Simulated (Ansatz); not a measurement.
# FH5NSi2 radical: up Jacob's ladder to CCSD(T)

Aim: compute FH5NSi2 radical with functionals from several rungs and with coupled cluster, and see how far each lands from CCSD(T) at the basis-set limit for the atomisation energy.

Program: Ansatz 0.2.0, Gaussian basis. Level of theory: functionals in def2-TZVPP, the program's frozen cores in correlated methods. These are calculated values, not measurements.

The runs, in order: PBE-D4, r2SCAN-D4, PBE0-D4, B3LYP-D4, ωB97X-V, ωB97M-V, B2PLYP; CCSD(T)/def2-TZVPP; MP2/def2-QZVPP; extrapolation to the limit.

## Step 1: The geometry

All runs share one geometry, relaxed beforehand with PBE0-D4 in a triple-zeta def2 set.

SMILES `N[Si](F)[SiH3]`, 9 atoms, charge 0, spin multiplicity 2.

Atoms are counted from 1 here; the program's logs count them from 0.

Bond lengths: N1–Si2 1.718 Å, N1–H5 1.008 Å, N1–H6 1.009 Å, Si2–F3 1.613 Å, Si2–Si4 2.366 Å, Si4–H7 1.490 Å, Si4–H8 1.486 Å, Si4–H9 1.490 Å. Angles: Si2–N1–H5 120.6°, Si2–N1–H6 120.0°, H5–N1–H6 111.6°, N1–Si2–F3 103.8°, N1–Si2–Si4 109.9°, F3–Si2–Si4 110.6°, Si2–Si4–H7 106.4°, Si2–Si4–H8 109.1°, Si2–Si4–H9 114.4°, H7–Si4–H8 108.5°, H7–Si4–H9 108.9°, H8–Si4–H9 109.4°.

Geometry (Å):

| atom | x (Å) | y (Å) | z (Å) |
| --- | --- | --- | --- |
| N1 | -0.4885 | 1.7304 | 0.2262 |
| Si2 | -0.0685 | 0.2644 | 1.0164 |
| F3 | 1.3434 | 0.5976 | 1.7211 |
| Si4 | 0.1851 | -1.4664 | -0.5763 |
| H5 | -1.3592 | 1.8111 | -0.2750 |
| H6 | -0.2028 | 2.6145 | 0.6195 |
| H7 | -1.1173 | -1.5760 | -1.2910 |
| H8 | 0.4432 | -2.7460 | 0.1344 |
| H9 | 1.2646 | -1.2296 | -1.5754 |

## Step 2: PBE-D4 (GGA)

Input file in.yaml:

```yaml
crystal:
  periodic: [false, false, false]
  atoms:
    - {symbol: N, position_ang: [-0.488480, 1.730398, 0.226173]}
    - {symbol: Si, position_ang: [-0.068509, 0.264447, 1.016376]}
    - {symbol: F, position_ang: [1.343371, 0.597634, 1.721124]}
    - {symbol: Si, position_ang: [0.185139, -1.466393, -0.576269]}
    - {symbol: H, position_ang: [-1.359187, 1.811090, -0.275002]}
    - {symbol: H, position_ang: [-0.202827, 2.614450, 0.619537]}
    - {symbol: H, position_ang: [-1.117305, -1.575998, -1.290970]}
    - {symbol: H, position_ang: [0.443222, -2.746029, 0.134393]}
    - {symbol: H, position_ang: [1.264586, -1.229609, -1.575371]}
basis:
  gaussian: {orbitals: def2-TZVPP}
magnetization: {spin_polarized: true, initial_magnetization: 1}
hamiltonian: {xc: pbe, dispersion: d4}
output: {forces: true, orbitals: {seedname: orbitals}}
```

On the command line:

```
> ansatz run in.yaml --threads 2 --pin off --events-out ev --progress --plain --max-ram 32768MiB --backend cpu
```

The runs that follow: r2SCAN-D4 (meta-GGA); PBE0-D4 (hybrid); B3LYP-D4 (hybrid); ωB97X-V (range-separated); ωB97M-V (range-separated); B2PLYP (double hybrid); CCSD(T) in def2-TZVPP; MP2 in def2-QZVPP.

Q: Predict the results of all the runs planned. Wanted: atomisation energy, CCSD(T)/CBS; farthest; mean size of error, hybrid; mean size of error, range-separated; gap, smallest and largest; T1 diagnostic; triples share of the correlation energy.

**Answer**, as computed:

```
                               quantity                                value
        atomisation energy, CCSD(T)/CBS                        2906.9 kJ/mol
 functionals within 14.5 kJ/mol (0.5 %)         r2SCAN-D4, B3LYP-D4, ωB97M-V
                               farthest                B2PLYP (-39.1 kJ/mol)
             mean size of error, hybrid                          16.7 kJ/mol
    mean size of error, range-separated                          10.7 kJ/mol
              gap, smallest and largest  1.35 eV (PBE-D4), 7.23 eV (ωB97X-V)
                          T1 diagnostic                               0.0156
triples share of the correlation energy                                3.3 %
```

**Reading.** PBE-D4 is off by +22.3 kJ/mol. Double hybrids carry the basis error of their MP2 part in triple zeta, and no dispersion term here, so their miss is partly the set-up's. Misses under about 14.5 kJ/mol are within the doubt on the reference itself, which lacks core-valence correlation, relativity and higher excitations. Hartree-Fock recovers 72 % of the binding; the rest is correlation. Orbital gaps span 1.4 to 7.2 eV; exact exchange widens them.
